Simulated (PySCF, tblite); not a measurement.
**2,2-dimethylbutanenitrile (C₆H₁₁N): a rotation path, then NMR shifts on frames**

Aim: move 2,2-dimethylbutanenitrile (C₆H₁₁N) (`CCC(C)(C)C#N`) away from its starting geometry and see how NMR shifts follow the geometry.

Computed with tblite 0.8.0 and PySCF 2.14.0, with density-fitted response routines of our own, on a single molecule in the gas phase. Atoms count from 0, in the outputs and in this text.

### 1 Starting geometry

18 atoms, charge 0, multiplicity 1; geometry from: GFN2-xTB.

Bonds of the start (Å): C0–C1 1.52, C1–C2 1.54, C2–C3 1.54, C2–C4 1.53, C2–C5 1.45, C5–N6 1.14, C0–H7 1.09, C0–H8 1.09, C0–H9 1.09, C1–H10 1.09, C1–H11 1.09, C3–H12 1.09, C3–H13 1.09, C3–H14 1.09, C4–H15 1.09, C4–H16 1.09, C4–H17 1.09.

### 2 A band between two rotamers with GFN2-xTB

Job settings and geometry (Å):

```
{"job": {"kind": "neb", "xc": "GFN2-xTB", "basis": "xTB", "atoms": [0, 1, 2, 5], "turn": 120}, "charge": 0, "multiplicity": 1}
C      1.952536     0.731042    -0.114643
C      1.000728    -0.354714     0.375440
C     -0.488408    -0.041011     0.125738
C     -1.360750    -1.128743     0.768932
C     -0.807288     0.067850    -1.370503
C     -0.811579     1.224081     0.755460
N     -1.070705     2.220163     1.253434
H      1.921585     0.826519    -1.197006
H      1.694447     1.691824     0.325968
H      2.972237     0.484912     0.172791
H      1.237513    -1.301617    -0.116345
H      1.146396    -0.491774     1.450196
H     -1.175698    -1.187492     1.839707
H     -2.416104    -0.914064     0.614248
H     -1.133617    -2.094669     0.322785
H     -0.280465     0.903386    -1.824288
H     -1.874757     0.220680    -1.517594
H     -0.514832    -0.850055    -1.875977
```

Method: GFN2-xTB climbing-image nudged elastic band, gas phase.

Run with:

```
> OMP_NUM_THREADS=1 python probes_run.py task.json out
```

One launch serves the whole session: the jobs run in the order shown.

What it wrote:

```text
image   E - E0 / eV
  0      -0.0000
  1       0.0225
  2       0.0664
  3       0.1047
  4       0.1146
  5       0.0897
  6       0.0461
  7       0.0127
  8      -0.0004
```

Wall time 2.4 s (1 thread, shared host).

The final band, with the dihedral C0–C1–C2–C5:

| image | dihedral (°) | energy (eV) | energy (kcal/mol) |
| --- | --- | --- | --- |
| 0 | -57 | 0.000 | 0.0 |
| 1 | -43 | 0.023 | 0.5 |
| 2 | -28 | 0.066 | 1.5 |
| 3 | -13 | 0.105 | 2.4 |
| 4 | 2 | 0.115 | 2.6 |
| 5 | 17 | 0.090 | 2.1 |
| 6 | 32 | 0.046 | 1.1 |
| 7 | 47 | 0.013 | 0.3 |
| 8 | 59 | 0.000 | 0.0 |

### 3 Shielding tensors: image 0, PBE0/pcSseg-1

Job settings and geometry (Å):

```
{"job": {"kind": "nmr", "xc": "PBE0", "basis": "pcSseg-1", "pop": false}, "charge": 0, "multiplicity": 1}
C      1.952500     0.731000    -0.114600
C      1.000700    -0.354700     0.375400
C     -0.488400    -0.041000     0.125700
C     -1.360700    -1.128700     0.768900
C     -0.807300     0.067800    -1.370500
C     -0.811600     1.224100     0.755500
N     -1.070700     2.220200     1.253400
H      1.921600     0.826500    -1.197000
H      1.694400     1.691800     0.326000
H      2.972200     0.484900     0.172800
H      1.237500    -1.301600    -0.116300
H      1.146400    -0.491800     1.450200
H     -1.175700    -1.187500     1.839700
H     -2.416100    -0.914100     0.614200
H     -1.133600    -2.094700     0.322800
H     -0.280500     0.903400    -1.824300
H     -1.874800     0.220700    -1.517600
H     -0.514800    -0.850100    -1.876000
```

Method: GIAO PBE0/pcSseg-1 NMR shielding, non-relativistic, gas phase.

What it wrote:

```text
coarse grid: 14400 points
cycle   1  E = -289.5072592519  dE =  6.610e-01  |g| = 5.096e-01  |ddm| = 3.596e+00
cycle   2  E = -289.4079707213  dE =  9.929e-02  |g| = 8.662e-01  |ddm| = 1.103e+00
cycle   3  E = -289.5643197859  dE = -1.563e-01  |g| = 1.957e-01  |ddm| = 7.231e-01
cycle   4  E = -289.5729350866  dE = -8.615e-03  |g| = 3.520e-02  |ddm| = 1.620e-01
cycle   5  E = -289.5732040585  dE = -2.690e-04  |g| = 8.474e-03  |ddm| = 3.984e-02
cycle   6  E = -289.5732214913  dE = -1.743e-05  |g| = 1.445e-03  |ddm| = 9.807e-03
cycle   7  E = -289.5732219310  dE = -4.397e-07  |g| = 4.685e-04  |ddm| = 1.605e-03
final grid: 137336 points
cycle   8  E = -289.6158296793  dE = -4.998e-05  |g| = 8.581e-03  |ddm| = 3.856e-02
cycle   9  E = -289.6158254072  dE =  4.272e-06  |g| = 9.519e-03  |ddm| = 1.534e-02
cycle  10  E = -289.6158481487  dE = -2.274e-05  |g| = 1.601e-03  |ddm| = 8.393e-03
cycle  11  E = -289.6158486497  dE = -5.010e-07  |g| = 5.071e-04  |ddm| = 1.485e-03
cycle  12  E = -289.6158487009  dE = -5.119e-08  |g| = 1.106e-04  |ddm| = 3.920e-04
cycle  13  E = -289.6158487036  dE = -2.778e-09  |g| = 2.314e-05  |ddm| = 1.110e-04
cycle  14  E = -289.6158487037  dE = -1.128e-10  |g| = 6.117e-06  |ddm| = 2.232e-05
converged SCF energy = -289.6158487037

GIAO shielding tensors (ppm)
atom      isotropic    diamagn.    paramagn.     s11        s22        s33       span
  0 C      174.527     247.240     -72.712    164.442    172.176    186.964     22.521
  1 C      148.739     247.437     -98.697    135.932    139.936    170.349     34.417
  2 C      155.675     246.502     -90.826    143.914    158.979    164.134     20.220
  3 C      155.231     245.562     -90.330    136.541    142.851    186.302     49.761
  4 C      160.337     246.921     -86.584    142.081    152.793    186.137     44.055
  5 C       57.449     262.856    -205.407    -63.866    -60.641    296.854    360.720
  6 N      -29.136     341.710    -370.847   -193.021   -178.598    284.209    477.230
  7 H       30.623      30.567       0.056     25.700     29.850     36.320     10.621
  8 H       30.188      30.526      -0.338     25.371     29.698     35.495     10.124
  9 H       30.551      28.431       2.119     25.706     27.561     38.385     12.679
 10 H       30.468      32.263      -1.795     26.028     29.914     35.462      9.434
 11 H       30.033      31.997      -1.963     25.016     29.981     35.103     10.087
 12 H       30.216      29.902       0.314     26.356     27.990     36.303      9.948
 13 H       30.170      29.687       0.483     26.278     27.827     36.404     10.126
 14 H       30.638      30.286       0.352     26.939     28.252     36.722      9.783
 15 H       29.959      30.926      -0.967     25.388     29.241     35.248      9.860
 16 H       30.329      30.354      -0.025     26.482     28.194     36.311      9.829
 17 H       31.013      31.060      -0.048     27.363     28.129     37.546     10.183
```

Run time: 17 s. Hardware: 1 thread, shared host.

The references, computed at this level on geometries of the same kind, shield at (ppm): 1H TMS 31.72, 13C TMS 186.9, 15N NH3 267.7. Their shielding less the atom's gives the shift. The references are single molecules in the gas phase, so shifts against H2O, NH3, PH3, H3PO4 or CFCl3 are not on the usual liquid scales and can be off by tens of ppm. Each atom is listed at this fixed geometry, with no averaging over motion; a spectrum would average atoms that exchange fast.

| atoms | environment | σ (ppm) | δ (ppm) |
| --- | --- | --- | --- |
| C5 | nitrile carbon | 57.4 | 129.5 |
| C1 | sp3 CH2 | 148.7 | 38.2 |
| C3 | methyl carbon | 155.2 | 31.7 |
| C2 | quaternary sp3 carbon α to a nitrile | 155.7 | 31.2 |
| C4 | methyl carbon | 160.3 | 26.6 |
| C0 | methyl carbon | 174.5 | 12.4 |
| H15 | hydrogen on a methyl carbon | 29.96 | 1.76 |
| H11 | hydrogen on an sp3 CH2 | 30.03 | 1.68 |
| H13 | hydrogen on a methyl carbon | 30.17 | 1.55 |
| H8 | hydrogen on a methyl carbon | 30.19 | 1.53 |
| H12 | hydrogen on a methyl carbon | 30.22 | 1.50 |
| H16 | hydrogen on a methyl carbon | 30.33 | 1.39 |
| H10 | hydrogen on an sp3 CH2 | 30.47 | 1.25 |
| H9 | hydrogen on a methyl carbon | 30.55 | 1.17 |
| H7 | hydrogen on a methyl carbon | 30.62 | 1.09 |
| H14 | hydrogen on a methyl carbon | 30.64 | 1.08 |
| H17 | hydrogen on a methyl carbon | 31.01 | 0.70 |
| N6 | nitrile nitrogen | -29.1 | 296.9 |

### 4 NMR shieldings: image 2, PBE0/pcSseg-1

Job settings and geometry (Å):

```
{"job": {"kind": "nmr", "xc": "PBE0", "basis": "pcSseg-1", "pop": false}, "charge": 0, "multiplicity": 1}
C      1.963900     0.802800     0.148700
C      1.027600    -0.401000     0.180200
C     -0.473300    -0.051800     0.030900
C     -1.324800    -1.026600     0.857700
C     -0.915200    -0.092800    -1.439000
C     -0.730600     1.280800     0.541000
N     -0.955200     2.326900     0.944600
H      1.899900     1.331800    -0.799400
H      1.719000     1.500700     0.946400
H      2.990900     0.472700     0.290400
H      1.299800    -1.091800    -0.620700
H      1.170900    -0.923800     1.128300
H     -1.069000    -0.950700     1.912900
H     -2.383200    -0.800200     0.745600
H     -1.148100    -2.047600     0.526100
H     -0.404000     0.669300    -2.022700
H     -1.987500     0.077100    -1.519500
H     -0.690000    -1.069600    -1.863100
```

Level: GIAO PBE0/pcSseg-1 NMR shielding, non-relativistic, gas phase.

What it wrote:

```text
coarse grid: 14400 points
cycle   1  E = -289.5035657892  dE =  6.574e-01  |g| = 5.088e-01  |ddm| = 3.607e+00
cycle   2  E = -289.4042956759  dE =  9.927e-02  |g| = 8.657e-01  |ddm| = 1.116e+00
cycle   3  E = -289.5603960897  dE = -1.561e-01  |g| = 1.967e-01  |ddm| = 7.323e-01
cycle   4  E = -289.5691149322  dE = -8.719e-03  |g| = 3.469e-02  |ddm| = 1.629e-01
cycle   5  E = -289.5693779146  dE = -2.630e-04  |g| = 7.773e-03  |ddm| = 3.868e-02
cycle   6  E = -289.5693926130  dE = -1.470e-05  |g| = 1.418e-03  |ddm| = 9.068e-03
cycle   7  E = -289.5693930448  dE = -4.317e-07  |g| = 4.382e-04  |ddm| = 1.662e-03
final grid: 137336 points
cycle   8  E = -289.6117343315  dE = -5.276e-05  |g| = 8.470e-03  |ddm| = 3.844e-02
cycle   9  E = -289.6117307297  dE =  3.602e-06  |g| = 9.286e-03  |ddm| = 1.530e-02
cycle  10  E = -289.6117525237  dE = -2.179e-05  |g| = 1.345e-03  |ddm| = 8.166e-03
cycle  11  E = -289.6117528606  dE = -3.369e-07  |g| = 5.213e-04  |ddm| = 1.338e-03
cycle  12  E = -289.6117529147  dE = -5.407e-08  |g| = 1.144e-04  |ddm| = 3.820e-04
cycle  13  E = -289.6117529176  dE = -2.955e-09  |g| = 2.321e-05  |ddm| = 1.166e-04
cycle  14  E = -289.6117529177  dE = -1.137e-10  |g| = 6.253e-06  |ddm| = 2.238e-05
converged SCF energy = -289.6117529177

GIAO shielding tensors (ppm)
atom      isotropic    diamagn.    paramagn.     s11        s22        s33       span
  0 C      172.339     247.092     -74.753    158.492    174.410    184.113     25.621
  1 C      150.195     247.416     -97.221    134.749    140.529    175.307     40.557
  2 C      155.969     246.513     -90.544    139.501    161.805    166.602     27.100
  3 C      153.906     245.992     -92.086    130.580    147.474    183.666     53.085
  4 C      157.196     246.176     -88.979    133.740    151.547    186.302     52.562
  5 C       57.869     262.992    -205.122    -63.386    -59.409    296.402    359.788
  6 N      -32.330     341.849    -374.178   -195.753   -179.112    277.876    473.629
  7 H       30.570      30.468       0.102     26.120     29.166     36.422     10.302
  8 H       30.031      30.587      -0.555     25.320     29.602     35.172      9.852
  9 H       30.575      28.322       2.253     25.702     27.547     38.476     12.774
 10 H       30.372      32.291      -1.919     26.178     29.901     35.036      8.858
 11 H       30.244      32.128      -1.884     24.668     30.837     35.225     10.557
 12 H       30.255      30.258      -0.002     26.381     28.238     36.147      9.766
 13 H       30.269      29.908       0.361     26.347     27.945     36.517     10.170
 14 H       30.516      30.420       0.096     26.996     28.091     36.460      9.464
 15 H       29.949      30.413      -0.464     25.738     28.510     35.599      9.861
 16 H       30.295      30.099       0.196     26.379     28.049     36.457     10.078
 17 H       30.818      30.787       0.031     27.068     28.327     37.058      9.990
```

Run time: 16 s. Hardware: 1 thread, shared host.

In short: δ C5 129.1, C1 36.7, C3 33.0, C2 31.0, H15 1.77, H8 1.69 ppm.

[end of part 1 of 2]
